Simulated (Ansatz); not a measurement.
Born–Oppenheimer molecular dynamics of a periodic cell of 16 atoms, Si (start crystal Si, start structure diamond, volume 1.1 times the crystal's). It starts from a structure without forces on its atoms.

Method: DFT PBE, scalar-relativistic, plane waves, PAW in Ansatz 0.2.0. Settings: cutoff 420 eV, k mesh 2x2x2, fermi-dirac smearing 0.36 eV, no spin polarisation.

```
ensemble        : NVT, Langevin thermostat
time step       : 1.5 fs
steps asked     : 100
set temperature : 4200 K
friction        : 0.02 /fs
seed            : 518131
```

Frames 7.5 fs apart, positions in Å, forces in eV/Å.

Velocities at 60.0 fs (Å/ps):

```
Si -20.31 -0.93 15.89
Si 6.51 -7.03 4.68
Si 10.55 -10.35 -16.26
Si 6.70 15.33 -6.50
Si -12.90 14.13 26.28
Si -1.98 -7.12 -5.61
Si 8.74 -8.19 4.08
Si 4.20 2.93 6.27
Si 0.98 -11.30 6.41
Si -9.84 -4.79 3.83
Si -4.48 9.32 -8.46
Si -9.30 -2.76 28.61
Si 3.87 -7.48 -8.78
Si 11.31 -9.25 2.96
Si 14.76 10.37 9.64
Si 6.75 -29.97 -5.99
```

```xyz
16
Lattice="0.0000 5.6053 5.6053 5.6053 0.0000 5.6053 5.6053 5.6053 0.0000" Properties=species:S:1:pos:R:3:forces:R:3 time_fs=60.0 energy_less_start_eV=7.085 T=4304
Si -0.164 0.318 0.178 0.46 -3.04 0.30
Si 1.697 0.930 1.284 1.15 1.02 0.69
Si 3.505 3.015 -0.686 -0.72 -1.04 -1.03
Si 3.849 3.918 1.322 1.26 1.57 1.89
Si 3.027 0.003 3.166 -1.09 0.98 1.00
Si 4.008 1.712 4.930 0.88 -0.25 -3.50
Si 5.573 2.921 2.870 -1.85 0.59 1.04
Si 6.996 4.173 4.295 0.40 0.41 0.56
Si 0.531 2.313 2.810 -1.89 -1.05 -0.63
Si 1.165 3.950 4.148 0.47 2.76 0.62
Si 2.932 5.765 2.833 -1.40 -1.97 -0.67
Si 4.622 6.317 4.251 -0.04 2.63 -1.09
Si 2.320 2.791 5.749 -0.52 1.21 2.11
Si 4.137 4.146 7.494 0.78 -1.85 -1.09
Si 5.552 5.455 6.069 0.71 -1.58 0.27
Si 6.750 7.004 7.320 1.41 -0.37 -0.48
16
Lattice="0.0000 5.6053 5.6053 5.6053 0.0000 5.6053 5.6053 5.6053 0.0000" Properties=species:S:1:pos:R:3:forces:R:3 time_fs=67.5 energy_less_start_eV=7.412 T=4025
Si -0.286 0.267 0.305 1.28 -2.65 0.86
Si 1.719 0.879 1.343 0.54 0.68 0.20
Si 3.559 2.917 -0.842 -0.65 0.49 0.58
Si 3.934 4.063 1.298 0.95 0.30 0.48
Si 2.930 0.078 3.361 0.29 -0.38 -1.10
Si 4.022 1.624 4.836 0.31 0.94 -2.93
Si 5.625 2.889 2.892 -1.49 0.12 0.48
Si 7.006 4.224 4.323 0.09 -0.39 0.74
Si 0.499 2.257 2.827 -1.70 -0.95 -0.54
Si 1.085 3.923 4.157 0.38 2.43 0.76
Si 2.878 5.810 2.756 0.70 -2.38 0.80
Si 4.561 6.334 4.427 -1.05 2.11 -2.47
Si 2.328 2.768 5.733 0.04 0.78 1.76
Si 4.224 4.098 7.463 -0.28 -0.47 0.14
Si 5.678 5.563 6.123 -1.46 -4.73 -1.42
Si 6.797 6.825 7.284 2.05 4.10 1.66
16
Lattice="0.0000 5.6053 5.6053 5.6053 0.0000 5.6053 5.6053 5.6053 0.0000" Properties=species:S:1:pos:R:3:forces:R:3 time_fs=75.0 energy_less_start_eV=9.037 T=3388
Si -0.319 0.184 0.404 1.69 -0.64 -0.31
Si 1.730 0.861 1.373 0.57 0.27 0.29
Si 3.584 2.889 -1.030 -0.52 1.37 0.83
Si 3.978 4.209 1.311 0.01 -1.51 0.31
Si 2.826 0.088 3.552 0.68 -0.11 -2.67
Si 4.101 1.545 4.682 0.30 2.02 -0.87
Si 5.651 2.903 2.836 -1.34 -0.02 0.59
Si 6.987 4.250 4.343 -0.81 -1.38 1.08
Si 0.446 2.204 2.823 -1.32 -0.35 -0.05
Si 0.993 3.994 4.122 0.60 1.32 0.99
Si 2.826 5.780 2.711 2.29 -2.74 2.54
Si 4.563 6.369 4.560 -1.50 1.36 -3.10
Si 2.303 2.752 5.817 1.04 0.61 -0.02
Si 4.359 4.047 7.362 -0.71 -0.47 0.63
Si 5.804 5.636 6.153 -3.33 -6.78 -3.39
Si 6.876 6.766 7.290 2.35 7.03 3.16
16
Lattice="0.0000 5.6053 5.6053 5.6053 0.0000 5.6053 5.6053 5.6053 0.0000" Properties=species:S:1:pos:R:3:forces:R:3 time_fs=82.5 energy_less_start_eV=9.554 T=3655
Si -0.311 0.161 0.447 2.63 1.59 -1.77
Si 1.763 0.910 1.456 0.50 -0.33 0.04
Si 3.644 2.881 -1.143 -0.63 1.88 0.68
Si 3.987 4.335 1.282 -1.04 -3.15 0.95
Si 2.786 0.063 3.701 0.45 0.20 -2.61
Si 4.165 1.574 4.530 0.81 1.56 0.51
Si 5.754 2.896 2.743 -1.95 0.66 0.88
Si 6.917 4.233 4.393 -0.64 -1.59 0.76
Si 0.396 2.178 2.810 -1.20 0.12 0.27
Si 0.892 4.032 4.115 0.72 0.85 1.09
Si 2.731 5.673 2.745 2.12 -2.83 3.13
Si 4.588 6.405 4.526 -1.16 0.60 -2.68
Si 2.286 2.712 5.991 2.23 2.41 -2.47
Si 4.521 4.012 7.268 -1.02 -0.98 0.92
Si 5.854 5.619 6.125 -2.06 -4.51 -2.00
Si 6.976 6.844 7.270 0.24 3.53 2.32
16
Lattice="0.0000 5.6053 5.6053 5.6053 0.0000 5.6053 5.6053 5.6053 0.0000" Properties=species:S:1:pos:R:3:forces:R:3 time_fs=90.0 energy_less_start_eV=10.022 T=2831
Si -0.282 0.181 0.426 2.97 2.24 -2.25
Si 1.807 0.968 1.572 0.50 -0.85 -0.42
Si 3.667 2.879 -1.233 -0.75 2.20 0.63
Si 3.983 4.430 1.275 -1.44 -3.36 1.24
Si 2.814 0.036 3.783 0.39 0.29 -2.15
Si 4.228 1.645 4.384 0.88 0.93 1.07
Si 5.831 2.925 2.688 -2.17 1.17 0.95
Si 6.888 4.223 4.452 -0.11 -1.79 -0.07
Si 0.333 2.133 2.823 -1.11 0.47 0.29
Si 0.873 4.006 4.108 0.64 0.86 1.21
Si 2.629 5.544 2.859 1.28 -2.17 2.29
Si 4.566 6.414 4.423 -0.95 -0.09 -1.95
Si 2.258 2.744 6.147 4.00 5.96 -5.27
Si 4.662 3.984 7.220 -1.31 -1.27 0.98
Si 5.868 5.586 6.029 -0.44 -1.34 0.14
Si 7.094 6.952 7.275 -2.37 -3.26 3.29
16
Lattice="0.0000 5.6053 5.6053 5.6053 0.0000 5.6053 5.6053 5.6053 0.0000" Properties=species:S:1:pos:R:3:forces:R:3 time_fs=97.5 energy_less_start_eV=9.604 T=3436
Si -0.205 0.257 0.382 1.83 1.17 -1.56
Si 1.819 0.993 1.689 1.00 -1.24 -0.95
Si 3.646 2.884 -1.337 -0.81 2.33 0.60
Si 3.949 4.481 1.241 -0.63 -2.19 0.77
Si 2.848 0.018 3.799 0.60 0.51 -1.75
Si 4.281 1.695 4.280 0.81 0.55 1.08
Si 5.901 2.955 2.658 -2.36 1.72 1.06
Si 6.927 4.197 4.497 0.08 -2.07 -0.50
Si 0.277 2.060 2.832 -1.16 1.24 0.55
Si 0.954 3.985 4.102 0.01 0.28 1.37
Si 2.554 5.426 2.985 1.29 -0.90 0.72
Si 4.502 6.414 4.360 -0.95 -0.53 -1.30
Si 2.204 2.890 6.196 3.07 5.06 -4.03
Si 4.819 3.922 7.134 -1.74 -1.77 1.12
Si 5.833 5.539 5.953 0.36 0.55 0.75
Si 7.132 6.995 7.317 -1.39 -4.71 2.07
16
Lattice="0.0000 5.6053 5.6053 5.6053 0.0000 5.6053 5.6053 5.6053 0.0000" Properties=species:S:1:pos:R:3:forces:R:3 time_fs=105.0 energy_less_start_eV=8.803 T=4174
Si -0.092 0.351 0.338 0.52 0.00 -0.70
Si 1.835 1.038 1.813 1.05 -1.13 -1.03
Si 3.646 2.879 -1.399 -0.86 2.40 0.65
Si 3.925 4.444 1.238 0.39 -0.88 0.17
Si 2.930 0.010 3.804 0.83 0.67 -1.31
Si 4.378 1.797 4.213 0.43 0.00 1.03
Si 5.986 2.988 2.632 -2.03 1.66 0.82
Si 7.006 4.147 4.522 0.29 -1.92 -0.69
Si 0.165 2.012 2.861 -0.50 1.63 0.21
Si 1.075 3.944 4.161 -1.52 -0.89 1.64
Si 2.496 5.279 3.130 2.40 0.68 -0.94
Si 4.436 6.394 4.308 -1.17 -1.10 -0.56
Si 2.188 3.143 6.180 1.46 0.78 -0.33
Si 4.912 3.834 7.046 -1.85 -1.51 0.62
Si 5.830 5.514 5.851 0.50 1.08 1.31
Si 7.177 6.926 7.394 0.07 -1.46 -0.89
16
Lattice="0.0000 5.6053 5.6053 5.6053 0.0000 5.6053 5.6053 5.6053 0.0000" Properties=species:S:1:pos:R:3:forces:R:3 time_fs=112.5 energy_less_start_eV=8.966 T=4077
Si -0.030 0.414 0.250 0.29 -0.55 -0.12
Si 1.880 1.086 1.873 0.26 -0.68 -0.71
Si 3.674 2.927 -1.412 -0.73 2.16 0.96
Si 3.921 4.338 1.225 0.72 -0.22 -0.08
Si 3.065 0.037 3.782 0.23 0.09 -0.88
Si 4.516 1.877 4.124 0.11 -0.23 1.19
Si 6.071 3.029 2.672 -1.33 0.42 -0.79
Si 7.075 4.041 4.474 0.83 -0.52 -0.06
Si 0.069 2.024 2.921 0.73 1.33 -0.60
Si 1.135 3.911 4.237 -3.08 -1.64 1.43
Si 2.468 5.160 3.209 3.27 1.38 -1.88
Si 4.305 6.372 4.231 -0.43 -1.57 0.69
Si 2.244 3.386 6.146 1.36 -0.82 1.65
Si 4.957 3.740 6.934 -1.96 -1.61 0.38
Si 5.874 5.430 5.808 0.22 1.70 0.46
Si 7.265 6.789 7.450 -0.49 0.77 -1.66
16
Lattice="0.0000 5.6053 5.6053 5.6053 0.0000 5.6053 5.6053 5.6053 0.0000" Properties=species:S:1:pos:R:3:forces:R:3 time_fs=120.0 energy_less_start_eV=9.349 T=4151
Si 0.020 0.421 0.143 0.37 -1.04 0.47
Si 1.982 1.089 1.972 -0.51 -0.06 -1.11
Si 3.703 3.002 -1.423 0.56 0.91 1.11
Si 3.923 4.182 1.175 0.79 0.18 -0.02
Si 3.154 0.061 3.697 0.51 -0.11 -0.21
Si 4.688 1.890 4.079 -0.53 -0.61 1.29
Si 6.102 3.104 2.756 -1.11 -0.56 -3.06
Si 7.245 3.922 4.403 -0.01 1.39 1.79
Si -0.019 1.991 2.870 1.16 0.93 -0.64
Si 1.115 3.886 4.403 -2.79 -0.53 -0.39
Si 2.514 5.106 3.248 1.29 -0.58 -1.50
Si 4.167 6.321 4.151 1.15 -0.34 1.51
Si 2.356 3.541 6.157 1.72 -1.01 2.62
Si 4.947 3.665 6.841 -1.92 -1.46 0.16
Si 5.921 5.378 5.792 0.38 1.15 -0.41
Si 7.321 6.654 7.459 -1.05 1.74 -1.61
16
Lattice="0.0000 5.6053 5.6053 5.6053 0.0000 5.6053 5.6053 5.6053 0.0000" Properties=species:S:1:pos:R:3:forces:R:3 time_fs=127.5 energy_less_start_eV=10.778 T=3951
Si 0.029 0.414 0.132 0.35 -1.24 0.79
Si 2.110 1.103 2.066 -1.38 0.87 -2.01
Si 3.769 3.143 -1.425 3.24 -0.84 0.73
Si 3.940 4.007 1.147 0.70 0.38 0.14
Si 3.194 0.115 3.674 1.22 -0.68 0.99
Si 4.836 1.877 4.068 -0.75 -0.70 1.14
Si 6.139 3.197 2.806 -1.30 -0.76 -4.15
Si 7.416 3.843 4.359 -2.16 2.69 2.88
Si -0.068 1.937 2.837 0.83 0.39 -0.51
Si 1.040 3.840 4.552 -2.12 0.25 -1.56
Si 2.595 4.990 3.257 -1.40 -3.25 -1.41
Si 4.029 6.219 4.116 3.52 2.27 2.39
Si 2.411 3.628 6.192 1.74 -0.73 2.84
Si 4.912 3.571 6.740 -1.34 -1.04 -0.15
Si 5.956 5.373 5.758 0.21 0.24 -0.43
Si 7.367 6.485 7.494 -1.35 2.16 -1.69
16
Lattice="0.0000 5.6053 5.6053 5.6053 0.0000 5.6053 5.6053 5.6053 0.0000" Properties=species:S:1:pos:R:3:forces:R:3 time_fs=135.0 energy_less_start_eV=10.855 T=5499
Si 0.060 0.376 0.149 0.44 -1.33 1.02
Si 2.181 1.092 2.069 -1.64 1.07 -2.35
Si 3.929 3.226 -1.445 3.95 -1.15 0.45
Si 3.981 3.827 1.123 0.56 0.41 0.32
Si 3.238 0.177 3.701 1.37 -0.78 1.45
Si 4.954 1.843 4.123 -0.33 0.15 0.43
Si 6.125 3.307 2.687 -0.41 -0.68 -2.03
Si 7.579 3.817 4.325 -4.21 2.29 1.64
Si -0.079 1.866 2.836 0.66 0.14 -0.68
Si 0.905 3.752 4.691 -0.57 0.57 -1.33
Si 2.707 4.839 3.228 -3.31 -4.67 -2.00
Si 3.952 6.137 4.104 4.65 3.82 3.14
Si 2.466 3.669 6.292 0.43 -0.41 1.78
Si 4.868 3.442 6.633 -0.44 -0.66 -0.38
Si 5.928 5.395 5.717 0.13 -0.48 -0.19
Si 7.400 6.382 7.496 -1.27 1.71 -1.28
16
Lattice="0.0000 5.6053 5.6053 5.6053 0.0000 5.6053 5.6053 5.6053 0.0000" Properties=species:S:1:pos:R:3:forces:R:3 time_fs=142.5 energy_less_start_eV=9.672 T=5276
Si 0.151 0.261 0.223 0.53 -1.06 1.33
Si 2.256 1.099 2.025 -1.11 0.51 -1.31
Si 4.110 3.270 -1.435 1.64 -0.96 0.00
Si 4.078 3.661 1.077 0.16 0.40 0.42
Si 3.365 0.200 3.775 0.23 -0.50 0.41
Si 5.045 1.736 4.261 0.15 1.39 -0.17
Si 6.116 3.362 2.525 0.40 -0.92 -0.26
Si 7.667 3.851 4.317 -3.25 1.54 0.65
Si -0.087 1.759 2.805 0.64 -0.05 -0.90
Si 0.719 3.698 4.800 1.34 0.43 -0.41
Si 2.769 4.581 3.146 -2.08 -2.22 -1.36
Si 3.949 6.059 4.111 2.65 2.21 1.80
Si 2.505 3.674 6.406 -0.87 -0.25 0.74
Si 4.844 3.305 6.558 0.23 -0.26 -0.61
Si 5.877 5.450 5.636 0.09 -1.11 0.18
Si 7.424 6.300 7.403 -0.75 0.85 -0.52
```

Of the whole run (150 fs, mean temperature of the second half 4046 K): A run of 0.15 ps of so small a system gives no equilibrium averages. Limits of this set-up: coarse k mesh.

Run time: 11 min on 1 CPU thread of a shared host.
